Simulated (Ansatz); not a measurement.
Ta3AsAu2O13:

```
Ta As Au O
1.0
     5.24237    3.02668    4.14273
    -5.24237    3.02668    4.14273
     0.00000   -6.05337    4.14273
Ta As Au O
3 1 2 13
Cartesian
  -1.7887 1.0327 4.2854
  0.0000 -2.0655 4.2854
  1.7887 1.0327 4.2854
  0.0000 0.0000 6.9446
  0.0000 0.0000 12.0005
  0.0000 0.0000 9.3342
  -1.3566 0.7832 6.1532
  0.0000 -1.5665 6.1532
  1.3566 0.7832 6.1532
  2.5380 -0.6359 3.6068
  -0.7183 2.5159 3.6068
  -1.8197 -1.8800 3.6068
  1.8197 -1.8800 3.6068
  -2.5380 -0.6359 3.6068
  0.7183 2.5159 3.6068
  -3.3469 1.9323 4.0073
  0.0000 -3.8647 4.0073
  3.3469 1.9323 4.0073
  0.0000 0.0000 3.8329
```

The cell was built by a generator and needn't be a form met in nature.

Base run:

| Property | Result |
| --- | --- |
| Program | Ansatz 0.2.0 |
| Functional | PBE |
| Potentials or basis | all-electron LAPW, scalar-relativistic |
| Cutoff | 566 eV |
| Density cutoff | 2264 eV |
| Basis error allowed | 0.003 eV/atom |
| k mesh | 3 × 3 × 3 |
| Occupations | fermi-dirac, width 0.05 eV |
| Spin | no spin polarisation |
| Hubbard terms | Au d U = 3 eV, Ta d U = 3 eV |

Its results: band gap on the k mesh 1.12 eV, indirect (least direct gap 1.15 eV); pressure 0.8 GPa; largest force 0.531 eV/Å.

**Question.** The run is repeated on the same cell with these changes: hubbard terms from Au d U = 3 eV, Ta d U = 3 eV to Au d U = 6 eV, Ta d U = 6 eV. What comes out?

**Answer.** Band gap on the k mesh 1.08 eV, indirect (least direct gap 1.10 eV); pressure 1.8 GPa; largest force 1.013 eV/Å.

Caveats: U is the effective U less J, on atomic orbitals that reach past the spheres; spin-orbit coupling is left out, which moves the levels of the heavy elements; an odd mesh through Γ misses points on the zone boundary, where band edges often lie; forces of over 1 eV/Å show positions far from the minimum, so gaps and moduli don't describe the material at rest (some runs).

Not every run made on this cell is shown here.
